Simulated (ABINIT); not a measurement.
Crystal: Ta3N.

```
CELL_PARAMETERS angstrom
3.03222 0.00000 0.00000
-1.51611 2.62598 0.00000
0.00000 0.00000 7.52414
ATOMIC_POSITIONS crystal
Ta 0.66667 0.33333 0.82607
Ta 0.33333 0.66667 0.17393
Ta 0.00000 0.00000 0.50000
N 0.00000 0.00000 0.00000
```

The cell comes from a database or a generator and needn't be the stable form of this composition.

```yaml
Program: ABINIT 10.8.3 (patched build)
Task: relaxation of cell and atoms
Functional: LDA
Potentials_or_basis: JTH PAW LDA v2.0
Cutoff: 707 eV
k_mesh: 8 × 8 × 3
Occupations: fermi-dirac, width 0.05 eV
Spin: no spin polarisation
```

At the start: pressure -13.7 GPa; volume 14.98 Å³/atom.

How do energy, volume and symmetry change on relaxing?

Over 8 steps the energy falls by 36.5 meV/atom and the volume is 14.21 Å³/atom (-5.2 %); space group P-3m1 (No. 164, to 0.05 Å).

Step by step:
| step | energy change (eV) | largest force (eV/Å) | pressure (GPa) | volume (Å³) |
| --- | --- | --- | --- | --- |
| 1 | 0.0000 | 0.5837 | -13.67 | 59.91 |
| 2 | -0.1382 | 0.2179 | -3.24 | 57.44 |
| 3 | -0.1437 | 0.2247 | 0.18 | 56.88 |
| 4 | -0.1461 | 0.0122 | 0.05 | 56.80 |
| 5 | -0.1461 | 0.0004 | 0.00 | 56.82 |
| 6 | -0.1461 | 0.0013 | 0.00 | 56.82 |
| 7 | -0.1461 | 0.0044 | -0.01 | 56.82 |
| 8 | -0.1461 | 0.0001 | -0.01 | 56.82 |

Final structure:
```cif
data_structure
_symmetry_space_group_name_H-M 'P 1'
_symmetry_Int_Tables_number 1
_cell_length_a 2.9803
_cell_length_b 2.9803
_cell_length_c 7.3871
_cell_angle_alpha 90.000
_cell_angle_beta 90.000
_cell_angle_gamma 120.000
_cell_volume 56.82
loop_
_atom_site_label
_atom_site_type_symbol
_atom_site_fract_x
_atom_site_fract_y
_atom_site_fract_z
_atom_site_occupancy
Ta1 Ta 0.66667 0.33333 0.82781 1
Ta2 Ta 0.33333 0.66667 0.17219 1
Ta3 Ta 0.00000 0.00000 0.50000 1
N1 N 0.00000 0.00000 0.00000 1
```
